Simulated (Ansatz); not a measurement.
# Bi: how well frozen cores do

Aim: solve Bi at one geometry with LAPW, all electrons, frozen-core PAW and datasets made for this crystal, and see where they agree.

Computed with Ansatz 0.2.0 (DFT PBEsol, scalar-relativistic, unless a step's input says otherwise).

## Step 1: Starting point

The structure is hexagonal, space group P6_3/mmc (No. 194). The conventional cell has a = 4.539 Å, b = 4.539 Å, c = 11.829 Å, α = 90.00°, β = 90.00°, γ = 120.00°.

As a file:

```
CELL_PARAMETERS angstrom
4.53900 0.00000 0.00000
-2.26950 3.93089 0.00000
0.00000 0.00000 11.82900
ATOMIC_POSITIONS crystal
Bi 0.33333 0.66667 0.25000
Bi 0.66667 0.33333 0.75000
```

Structure: COD 9011614, as refined from experiment and not relaxed.

Atoms are numbered in the order of the input: Bi1, Bi2.

## Step 2: LAPW, all electrons

File input.yaml:

```yaml
crystal:
  lattice:
    - [4.5390002997, 0.0, 0.0]
    - [-2.2695001499, 3.9308895674, 0.0]
    - [0.0, 0.0, 11.829]
  atoms:
    - { symbol: Bi, position: [0.3333333333, 0.6666666667, 0.25] }
    - { symbol: Bi, position: [0.6666666667, 0.3333333333, 0.75] }
kpoints:
  mp_grid: { grid: [9, 9, 3] }
  band_path:
    path:
      - [0.0, 0.0, 0.0]
      - [0.5, 0.0, 0.0]
      - [0.3333333333, 0.3333333333, 0.0]
      - [0.0, 0.0, 0.0]
      - [0.0, 0.0, 0.5]
      - [0.5, 0.0, 0.5]
      - [0.3333333333, 0.3333333333, 0.5]
      - [0.0, 0.0, 0.5]
      - [0.5, 0.0, 0.5]
    npoints: 14
scf:
  occupations: { method: fermi_dirac, width: 0.03 }
hamiltonian:
  xc: pbesol
  pseudopotentials: { kind: all_electron, lapw: { basis_error: 0.0005 } }
output:
  forces: true
  stress: true
  eigenvalues: true
  populations: true
  dos: { projected: true, de: 0.2, e_range: [-14, 8] }
```

Launch:

```bash
> ansatz run input.yaml --threads 1 --pin off --max-ram 3072MiB --backend cpu --events-out ev --progress --plain --runs-dir out
```

## Step 3: Frozen-core PAW

input.yaml: that of step 2 with these lines changed.

```diff
@@ -26,3 +26,3 @@
   xc: pbesol
-  pseudopotentials: { kind: all_electron, lapw: { basis_error: 0.0005 } }
+  pseudopotentials: { kind: paw }
 output:
@@ -31,3 +31,9 @@
   eigenvalues: true
+  efg: { contact_densities: true }
   populations: true
+  bader: true
   dos: { projected: true, de: 0.2, e_range: [-14, 8] }
+  write_density: true
+  write_potential: true
+  elf: true
+  volumetric_format: npy
```

## Step 4: Datasets made for this crystal

input.yaml: that of step 3 with these lines changed.

```diff
@@ -21,3 +21,3 @@
       - [0.5, 0.0, 0.5]
-    npoints: 14
+    npoints: 8
 scf:
@@ -26,3 +26,3 @@
   xc: pbesol
-  pseudopotentials: { kind: paw }
+  pseudopotentials: { kind: all_electron, datasets: crystal }
 output:
@@ -32,8 +32 @@
   efg: { contact_densities: true }
-  populations: true
-  bader: true
-  dos: { projected: true, de: 0.2, e_range: [-14, 8] }
-  write_density: true
-  write_potential: true
-  elf: true
-  volumetric_format: npy
```

(Steps that only read results are left out.)

Q: Predict the outcome of this session. Wanted: pressure; gap; Bader charges; highest ELF.

**Answer**, as computed:

```
           quantity                                              value
           pressure  LAPW -3.54, PAW -3.54, crystal datasets -3.54 GPa
         gap (LAPW)                                               none
Bader charges (PAW)                                        Bi1 +0.00 e
  highest ELF (PAW)                               0.53, 1.58 Å from Bi
```

**Reading.** At this geometry the cell is under tension of 3.5 GPa, so it would shrink if let go. Bands cross the Fermi level: the crystal is a metal at this level. Bi 6p carries the largest share, 100 %, of the projected states within 0.3 eV of the Fermi level. The projection holds only the free atom's occupied shells (Bi 6p in this range). The field gradient at Bi1, the largest by crystal datasets, is -11.86 by PAW and -11.58 by crystal datasets (10²¹ V/m²), within 5 %. No spin–orbit coupling: at heavy atoms the gradients can be off by tens of per cent for that reason. PAW lies less than 0.01 GPa from LAPW in pressure. Spin-orbit coupling is left out, though the cell holds Bi; in elements this heavy it can shift bands and gaps by tenths of an eV.
